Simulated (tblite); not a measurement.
# As8B8H26: the cost of one run

Computed with tblite 0.8.0 and PySCF 2.14.0 and routines of our own; the level stands in each step. Atoms count from 0.

## Step 1: The starting structure

42 atoms, charge 0, multiplicity 1; geometry from: force field, distance geometry or constructed start.

## Step 2: Optimising the geometry with GFN2-xTB

The job: settings as JSON, then the geometry in Å.

```
{"job": {"kind": "relax", "xc": "GFN2-xTB", "basis": "xTB"}, "charge": 0, "multiplicity": 1}
As     0.004900     1.166900     0.855100
B     -0.003200     1.171300    -1.218700
As     0.005200    -0.783800    -1.900300
As     1.688200    -1.752200     0.850500
B      1.687900    -1.757800    -1.208400
As     1.685600    -3.707300    -1.903900
As    -1.688800    -1.754900     0.853400
B     -1.685500    -1.753900    -1.210300
As    -1.686200    -3.708900    -1.901700
B     -0.002800    -4.682700    -1.210200
B      1.686800     2.142600     1.544100
B     -1.691400     2.141800     1.546200
B     -0.003400    -0.780800     1.551200
As     1.691100     4.093400     0.854000
As    -1.691100     4.099100     0.856900
B     -0.001900     5.069700     1.552500
H      0.955700     1.722100    -1.600900
H     -0.956400     1.716800    -1.602800
H     -0.000600    -0.779700    -3.418800
H      2.932800    -1.039200     1.366100
H      1.686600    -3.185900     1.364900
H      2.643300    -1.203600    -1.602000
H      1.692300    -3.702200    -3.414700
H      2.925800    -4.427600    -1.396100
H     -2.929500    -1.037500     1.364300
H     -1.695000    -3.190600     1.365900
H     -2.643500    -1.202800    -1.602500
H     -1.689500    -3.706200    -3.420100
H     -2.929400    -4.422900    -1.396600
H      0.001100    -4.681500    -0.038400
H      0.003600    -5.784400    -1.602900
H      2.642300     1.593500     1.156400
H      1.687900     2.143900     2.714300
H     -2.642100     1.590900     1.159900
H     -1.687700     2.145600     2.712900
H      0.000500    -0.779300     2.713300
H      1.688100     4.094100    -0.667400
H      2.930900     4.813000     1.360800
H     -1.687800     4.090100    -0.663400
H     -2.934800     4.813900     1.364600
H     -0.000100     6.169900     1.160000
H      0.005900     5.063500     2.719900
```

Run with:

```console
$ OMP_NUM_THREADS=2 python large_run.py task.json out
```

One launch serves the whole session: the jobs run in the order shown.

Q: Estimate the wall time and peak memory of this first job on 2 threads of Arm Neoverse V1, shared host.

About 2.2 s, with a peak of 0.16 GiB.
